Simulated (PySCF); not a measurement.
# C3H11BSi: electronic excitations and core binding energies

Aim: predict the electronic excitations and core binding energies of C3H11BSi (`CB[SiH2]CC`).

Programs: PySCF 2.14.0, with density-fitted response routines of our own. Each step states its level of theory. These are calculated values for one molecule in the gas phase, unless marked as measured. Atoms count from 0, in the outputs and in this text.

## 1. The molecule as given

16 atoms, charge 0, multiplicity 1; geometry from: GFN2-xTB.

Bonds of the start (Å): C0–B1 1.57, B1–Si2 1.96, Si2–C3 1.92, C3–C4 1.52, C0–H5 1.09, C0–H6 1.09, C0–H7 1.09, B1–H8 1.18, Si2–H9 1.48, Si2–H10 1.48, C3–H11 1.09, C3–H12 1.09, C4–H13 1.09, C4–H14 1.09, C4–H15 1.09.

## 2. Ultraviolet spectrum: wB97X-D/def2-SVPD

The job: settings as JSON, then the geometry in Å.

```
{"job": {"kind": "uv", "xc": "wB97X-D", "basis": "def2-SVPD", "nstates": 8, "ntriplets": 3}, "charge": 0, "multiplicity": 1}
C      2.396228     0.478710     0.410191
B      1.262429     0.779462    -0.634703
Si    -0.007018    -0.611409    -1.189594
C     -1.253465    -0.915301     0.238906
C     -2.014963     0.344760     0.630427
H      2.662543    -0.571163     0.514709
H      2.028059     0.805818     1.386694
H      3.309673     1.047685     0.240383
H      1.166079     1.891951    -1.003337
H     -0.829396    -0.321089    -2.381860
H      0.586588    -1.935101    -1.470985
H     -0.720698    -1.296022     1.112460
H     -1.967289    -1.687641    -0.048575
H     -2.720157     0.144447     1.437085
H     -2.575894     0.730702    -0.218227
H     -1.330318     1.123133     0.965015
```

Method: TDDFT wB97X-D/def2-SVPD, vertical, gas phase, core orbitals frozen in the response.

Launch:

```
> OMP_NUM_THREADS=1 python probes_run.py task.json out
```

One launch serves the whole session: the jobs run in the order shown.

What it wrote:

```text
coarse grid: 12792 points
cycle   1  E = -434.9347086614  dE =  1.749e-01  |g| = 2.852e-01  |ddm| = 4.682e+00
cycle   2  E = -434.9502012340  dE = -1.549e-02  |g| = 1.932e-01  |ddm| = 7.793e-01
cycle   3  E = -434.9598982684  dE = -9.697e-03  |g| = 2.891e-02  |ddm| = 2.901e-01
cycle   4  E = -434.9602022405  dE = -3.040e-04  |g| = 8.846e-03  |ddm| = 1.154e-01
cycle   5  E = -434.9602272085  dE = -2.497e-05  |g| = 2.411e-03  |ddm| = 2.126e-02
cycle   6  E = -434.9602298171  dE = -2.609e-06  |g| = 5.144e-04  |ddm| = 1.004e-02
final grid: 115856 points
cycle   7  E = -435.0220295603  dE = -7.663e-05  |g| = 2.949e-03  |ddm| = 1.154e-01
cycle   8  E = -435.0220317804  dE = -2.220e-06  |g| = 1.882e-03  |ddm| = 1.470e-02
cycle   9  E = -435.0220326745  dE = -8.941e-07  |g| = 3.258e-04  |ddm| = 3.215e-03
cycle  10  E = -435.0220327266  dE = -5.211e-08  |g| = 7.250e-05  |ddm| = 1.356e-03
cycle  11  E = -435.0220327298  dE = -3.141e-09  |g| = 3.160e-05  |ddm| = 1.863e-04
cycle  12  E = -435.0220327306  dE = -8.719e-10  |g| = 1.377e-05  |ddm| = 9.674e-05
converged SCF energy = -435.0220327306

Static polarisability (au): isotropic 79.539, principal 73.332 77.535 87.750

Singlet excitations
state   eV       nm        f      main configurations
  1   4.4552    278.3   0.00978   H->L 0.84, H-1->L 0.12
  2   5.5863    221.9   0.00140   H-2->L 0.55, H-3->L 0.28, H-1->L 0.10
  3   5.9902    207.0   0.07831   H-1->L 0.74, H->L 0.12
  4   6.5524    189.2   0.00585   H-3->L 0.51, H-2->L 0.35, H-4->L 0.10
  5   7.6338    162.4   0.00125   H-4->L 0.77, H-3->L 0.13
  6   7.7621    159.7   0.01112   H->L+1 0.80
  7   8.1578    152.0   0.00259   H-5->L 0.75, H->L+2 0.08
  8   8.2735    149.9   0.00437   H->L+2 0.44, H-5->L 0.13, H-1->L+1 0.12

Triplet excitations (Tamm-Dancoff, eV): 3.6933 5.1593 5.4854
```

It took 49 s on 1 thread of Arm Neoverse N1, shared host; peak memory 0.79 GiB.

The orbitals next to the gap, with their largest atomic shares:

| orbital | eV | atoms |
| --- | --- | --- |
| HOMO−3 | -11.58 | B1 23 %, C0 21 %, H8 10 % |
| HOMO−2 | -10.70 | Si2 30 %, H10 20 %, H9 18 % |
| HOMO−1 | -10.29 | Si2 26 %, C3 21 %, C4 10 % |
| HOMO | -9.65 | B1 25 %, Si2 25 %, C3 18 % |
| LUMO | -0.07 | B1 46 %, Si2 16 %, C0 12 % |
| LUMO+1 | 2.04 | B1 44 %, C0 10 %, Si2 7 % |
| LUMO+2 | 2.69 | Si2 22 %, B1 13 %, C3 11 % |

With each of the 8 states as a Gaussian band of 0.4 eV half-width at 1/e, the curve within the window shown has maxima at 279 nm (ε 400), 207 nm (ε 3,200), 159 nm (ε 580) L/(mol cm). Beyond the last state computed it falls off for lack of states. The curve at chosen wavelengths:

nm, ε (L/mol/cm) and a bar:
```
      145        144 #
      152        433 ####
      159        582 #####
      166        335 ###
      173         90 
      180        134 #
      187        445 ####
      194       1296 ############
      201       2636 #########################
      208       3215 ##############################
      215       2438 #######################
      222       1250 ###########
      229        475 ####
      237        129 #
      244         64 
      251         95 
      258        180 #
      265        285 ##
      272        367 ###
      279        396 ###
      286        365 ###
      293        294 ##
      300        211 ##
      307        137 #
      314         82 
      321         46
```

Further results of this job:

| property | computed |
| --- | --- |
| dipole moment (D) | 1.13 |
| polarisability (Å³) | 11.79 |
| HOMO–LUMO gap (eV) | 9.59 |
| −ε(HOMO) (eV) | 9.65 |

## 3. Core-electron binding energies: SCAN, X2C

The job, as its differences from that of step 2:

```diff
@@ -1,2 +1,2 @@
-{"job": {"kind": "uv", "xc": "wB97X-D", "basis": "def2-SVPD", "nstates": 8, "ntriplets": 3}, "charge": 0, "multiplicity": 1}
+{"job": {"kind": "xps"}, "charge": 0, "multiplicity": 1}
 C      2.396228     0.478710     0.410191
```

Method: delta-SCF UKS SCAN, pcX-2 on the ionised atom, pcseg-1 elsewhere, spin-free X2C.

What it wrote:

```text
ground state, core basis on atom 0 (C), 160 functions
  cycle   1  E = -435.65962363  |g| = 5.63e-01
  cycle   2  E = -435.57938410  |g| = 7.70e-01
  cycle   3  E = -435.74528467  |g| = 7.13e-02
  cycle   4  E = -435.74667744  |g| = 3.66e-02
  cycle   5  E = -435.74705439  |g| = 7.91e-03
  cycle   6  E = -435.74707305  |g| = 2.13e-03
  cycle   7  E = -435.74707663  |g| = 5.84e-04
  cycle   8  E = -435.74707668  |g| = 1.72e-04
  E(ground) = -435.78470572 Eh
hole in C 1s of atom 0
  cycle   1  E = -424.52311527  |g| = 1.50e+00
  cycle   2  E = -423.89153292  |g| = 1.73e+00
  cycle   3  E = -425.00198723  |g| = 3.82e-01
  cycle   4  E = -425.01162717  |g| = 3.17e-01
  cycle   5  E = -425.08071835  |g| = 6.36e-02
  cycle   6  E = -425.08327351  |g| = 1.28e-02
  cycle   7  E = -425.08335929  |g| = 5.68e-03
  cycle   8  E = -425.08338113  |g| = 1.48e-03
  cycle   9  E = -425.08338345  |g| = 7.03e-04
  cycle  10  E = -425.08338407  |g| = 2.72e-04
  E(ion) = -425.11989722 Eh   <S^2> = 0.7660   hole on atom = 1.000   binding energy = 290.204 eV
ground state, core basis on atom 1 (B), 160 functions
  cycle   1  E = -435.73988309  |g| = 4.74e-02
  cycle   2  E = -435.73980571  |g| = 2.57e-02
  cycle   3  E = -435.73992841  |g| = 1.66e-02
  cycle   4  E = -435.74001730  |g| = 2.40e-03
  cycle   5  E = -435.74001888  |g| = 4.50e-04
  E(ground) = -435.77863929 Eh
hole in B 1s of atom 1
  cycle   1  E = -428.12876149  |g| = 1.16e+00
  cycle   2  E = -426.22193472  |g| = 1.95e+00
  cycle   3  E = -428.36703082  |g| = 5.00e-01
  cycle   4  E = -428.41292038  |g| = 4.43e-01
  cycle   5  E = -428.54174932  |g| = 1.21e-01
  cycle   6  E = -428.55088209  |g| = 7.54e-02
  cycle   7  E = -428.55466730  |g| = 2.72e-02
  cycle   8  E = -428.55521308  |g| = 1.05e-02
  cycle   9  E = -428.55531700  |g| = 6.44e-03
  cycle  10  E = -428.55536042  |g| = 2.21e-03
  cycle  11  E = -428.55536758  |g| = 8.71e-04
  cycle  12  E = -428.55536893  |g| = 5.01e-04
  cycle  13  E = -428.55536932  |g| = 3.42e-04
  E(ion) = -428.59430924 Eh   <S^2> = 0.9582   hole on atom = 1.000   binding energy = 195.496 eV
ground state, core basis on atom 2 (Si), 171 functions
  cycle   1  E = -435.84180411  |g| = 2.85e-01
  cycle   2  E = -435.84183401  |g| = 3.30e-02
  cycle   3  E = -435.84176718  |g| = 2.87e-02
  cycle   4  E = -435.84194307  |g| = 8.61e-03
  cycle   5  E = -435.84196362  |g| = 1.06e-03
  cycle   6  E = -435.84196457  |g| = 1.47e-04
  E(ground) = -435.83746890 Eh
hole in Si 1s of atom 2
  cycle   1  E = -366.95143214  |g| = 4.35e+00
  cycle   2  E = -367.16163226  |g| = 2.08e+00
  cycle   3  E = -367.75477913  |g| = 6.56e-01
  cycle   4  E = -367.97956756  |g| = 2.45e-01
  cycle   5  E = -368.01261785  |g| = 8.14e-02
  cycle   6  E = -368.01586689  |g| = 2.73e-02
  cycle   7  E = -368.01622537  |g| = 1.01e-02
  cycle   8  E = -368.01627525  |g| = 3.53e-03
  cycle   9  E = -368.01628193  |g| = 6.32e-04
  cycle  10  E = -368.01628264  |g| = 2.12e-04
  E(ion) = -368.01947469 Eh   <S^2> = 0.7524   hole on atom = 1.000   binding energy = 1845.422 eV
hole in Si 2p of atom 2
  cycle   1  E = -431.60853547  |g| = 1.24e+00
  cycle   2  E = -431.51884611  |g| = 1.06e+00
  cycle   3  E = -431.90586383  |g| = 2.20e-01
  cycle   4  E = -431.93304371  |g| = 8.88e-02
  cycle   5  E = -431.93694015  |g| = 3.46e-02
  cycle   6  E = -431.93761644  |g| = 7.40e-03
  cycle   7  E = -431.93763927  |g| = 3.83e-03
  cycle   8  E = -431.93764695  |g| = 5.95e-04
  cycle   9  E = -431.93764635  |g| = 2.50e-04
  E(ion) = -431.94485238 Eh   <S^2> = 0.7523   hole on atom = 1.002   binding energy = 105.923 eV
  2p3/2 = 105.737 eV   2p1/2 = 106.361 eV
ground state, core basis on atom 3 (C), 160 functions
  cycle   1  E = -435.74947619  |g| = 6.06e-02
  cycle   2  E = -435.74944988  |g| = 2.61e-02
  cycle   3  E = -435.74952584  |g| = 2.13e-02
  cycle   4  E = -435.74964726  |g| = 4.76e-03
  cycle   5  E = -435.74965455  |g| = 4.95e-04
  E(ground) = -435.78642903 Eh
hole in C 1s of atom 3
  cycle   1  E = -424.51681986  |g| = 1.51e+00
  cycle   2  E = -423.81381166  |g| = 1.84e+00
  cycle   3  E = -425.05274986  |g| = 3.23e-01
  cycle   4  E = -425.09426273  |g| = 7.73e-02
  cycle   5  E = -425.09669028  |g| = 2.42e-02
  cycle   6  E = -425.09699999  |g| = 7.98e-03
  cycle   7  E = -425.09703753  |g| = 2.88e-03
  cycle   8  E = -425.09704336  |g| = 9.98e-04
  cycle   9  E = -425.09704424  |g| = 4.60e-04
  E(ion) = -425.13285990 Eh   <S^2> = 0.7685   hole on atom = 1.000   binding energy = 289.898 eV
ground state, core basis on atom 4 (C), 160 functions
  cycle   1  E = -435.74819622  |g| = 5.76e-02
  cycle   2  E = -435.74813150  |g| = 2.29e-02
  cycle   3  E = -435.74813396  |g| = 2.26e-02
  cycle   4  E = -435.74826535  |g| = 1.94e-03
  cycle   5  E = -435.74826463  |g| = 1.39e-04
  E(ground) = -435.78542575 Eh
hole in C 1s of atom 4
  cycle   1  E = -424.51393199  |g| = 1.50e+00
  cycle   2  E = -423.97090807  |g| = 1.73e+00
  cycle   3  E = -425.03638915  |g| = 3.02e-01
  cycle   4  E = -425.07166452  |g| = 5.71e-02
  cycle   5  E = -425.07291944  |g| = 2.14e-02
  cycle   6  E = -425.07313977  |g| = 9.56e-03
  cycle   7  E = -425.07318970  |g| = 3.72e-03
  cycle   8  E = -425.07319922  |g| = 9.96e-04
  cycle   9  E = -425.07320090  |g| = 5.05e-04
  cycle  10  E = -425.07320131  |g| = 1.98e-04
  E(ion) = -425.10960830 Eh   <S^2> = 0.7676   hole on atom = 1.000   binding energy = 290.504 eV
```

Wall time 2.1 min (1 thread of Arm Neoverse N1, shared host); peak memory 0.64 GiB.

The holes in one table. −ε is the ground-state orbital energy:

| hole | stands for | environment | ΔSCF (eV; 2p as the shell's mean) | −ε (eV) | ⟨S²⟩ |
| --- | --- | --- | --- | --- | --- |
| C1s on C0 | C0 | methyl carbon bonded to B | 290.20 | 273.1 | 0.766 |
| B1s on B1 | B1 | boron bonded to C, Si, H | 195.50 (doubtful) | 180.2 | 0.958 |
| Si1s on Si2 | Si2 | silicon bonded to C, B, 2 H | 1845.42 | 1792.4 | 0.752 |
| Si2p on Si2 | Si2 | silicon bonded to C, B, 2 H | 105.94 | 95.3 | 0.752 |
| C1s on C3 | C3 | sp3 CH2 bonded to Si | 289.90 | 273.3 | 0.769 |
| C1s on C4 | C4 | methyl carbon | 290.50 | 273.4 | 0.768 |

Doubtful: the ion did not converge, its hole moved, or its ⟨S²⟩ is well above 0.75.

With the spin-orbit splitting: Si2 2p3/2 105.74, 2p1/2 106.36 eV. The table gives each 2p level as the mean over the whole 2p shell (two parts 2p3/2, one part 2p1/2), which differs a little from the single hole in the log.

## 4. What came out

| quantity | value |
| --- | --- |
| lowest singlet (wB97X-D/def2-SVPD) | 4.46 eV (278 nm), f = 0.010 |
| brightest single state of those computed | state 3, 5.99 eV, f = 0.078 |
| lowest triplet | 3.69 eV |
| C1s binding energies, SCAN/pcX-2 | C4 290.50, C0 290.20, C3 289.90 eV |
| Si1s binding energies, SCAN/pcX-2 | Si2 1845.42 eV |
| Si2p binding energies, SCAN/pcX-2 | Si2 105.94 eV |

In words: The lowest singlet, at 4.46 eV, is HOMO→LUMO 0.84, HOMO−1→LUMO 0.12 and is weak; of the 8 states computed, the strongest absorption comes from state 3 at 5.99 eV. The lowest triplet lies 0.76 eV below the lowest singlet (triplets in Tamm-Dancoff, singlets in full TDDFT). The C1s levels kept as sound span 0.61 eV, from C3 (sp3 CH2 bonded to Si) up to C4 (methyl carbon).
